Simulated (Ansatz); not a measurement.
**C2HCl2FSi: one species, many methods**

The task here is to estimate one member of a computed series from the others.

Program: Ansatz 0.2.0, Gaussian basis. Level of theory: functionals in def2-TZVPP, the program's frozen cores in correlated methods. These are calculated values, not measurements.

Plan: LDA (SPW92), PBE-D4, revPBE-D4, BLYP-D4, r2SCAN-D4, B97M-V, PBE0-D4, B3LYP-D4, r2SCANh-D4, r2SCAN0-D4, HSE06-D4, BHLYP-D4, CAM-B3LYP-D4, LC-ωPBE, ωB97X-V, ωB97M-V, B2PLYP, PBE-QIDH; CCSD(T)/def2-SVP; CCSD(T)/def2-TZVPP; MP2/def2-QZVPP; extrapolation to the limit; RPA on PBE.

### Structure used throughout

All runs share one geometry, relaxed beforehand with PBE0-D4 in a triple-zeta def2 set.

SMILES `C#C[Si](F)(Cl)Cl`, 7 atoms, charge 0, spin multiplicity 1.

Atoms are counted from 1 here; the program's logs count them from 0.

Bond lengths: C1–C2 1.204 Å, C1–H7 1.067 Å, C2–Si3 1.798 Å, Si3–F4 1.578 Å, Si3–Cl5 2.020 Å, Si3–Cl6 2.020 Å. Angles: C2–C1–H7 179.9°, C1–C2–Si3 179.2°, C2–Si3–F4 109.4°, C2–Si3–Cl5 110.5°, C2–Si3–Cl6 110.5°, F4–Si3–Cl5 108.1°, F4–Si3–Cl6 108.1°, Cl5–Si3–Cl6 110.2°.

Set-up of the first run:

Contents of in.yaml:

```yaml
crystal:
  periodic: [false, false, false]
  atoms:
    - {symbol: C, position_ang: [1.582848, -0.428255, 1.175416]}
    - {symbol: C, position_ang: [0.632422, -0.216603, 0.466694]}
    - {symbol: Si, position_ang: [-0.781255, 0.123387, -0.590483]}
    - {symbol: F, position_ang: [-1.506713, -1.231411, -0.949216]}
    - {symbol: Cl, position_ang: [-0.182986, 0.990078, -2.313955]}
    - {symbol: Cl, position_ang: [-2.107340, 1.311737, 0.362803]}
    - {symbol: H, position_ang: [2.424322, -0.616933, 1.803042]}
basis:
  gaussian: {orbitals: def2-TZVPP}
hamiltonian: {xc: lda}
output: {orbitals: {seedname: orbitals}}
```

Among the steps run: LDA; PBE-D4 (GGA); revPBE-D4 (GGA); BLYP-D4 (GGA); r2SCAN-D4 (meta-GGA); B97M-V (meta-GGA); PBE0-D4 (hybrid); B3LYP-D4 (hybrid); r2SCANh-D4 (hybrid); r2SCAN0-D4 (hybrid); HSE06-D4 (hybrid); BHLYP-D4 (hybrid); CAM-B3LYP-D4 (range-separated); LC-ωPBE-D4 (range-separated; the results give it without D4); ωB97X-V (range-separated); ωB97M-V (range-separated); B2PLYP (double hybrid); PBE-QIDH (double hybrid).

One table of the session follows, with a row left open; its other results are not shown here.

It belongs to the step «Frontier levels by functional». 

```
  functional  HOMO (eV)  gap (eV)
 LDA (SPW92)      -7.90      5.73
      PBE-D4      -7.71      5.81
   revPBE-D4      -7.64      5.85
     BLYP-D4      -7.52      5.80
   r2SCAN-D4      -7.99      6.32
      B97M-V      -7.98      6.39
     PBE0-D4      -8.99      8.02
    B3LYP-D4      -8.72      7.56
  r2SCANh-D4      -8.47      7.13
  r2SCAN0-D4      -9.18      8.34
    HSE06-D4      -8.59      7.23
    BHLYP-D4     -10.08     10.18
CAM-B3LYP-D4     -10.35     10.52
     LC-ωPBE     -11.82     13.13
     ωB97X-V          ?         ?
     ωB97M-V     -11.23     12.36
```

**Question.** Estimate the row for ωB97X-V.

As computed: HOMO (eV): -11.38; gap (eV): 12.63. In the column «HOMO (eV)» it lies between LC-ωPBE (-11.82) and ωB97M-V (-11.23).
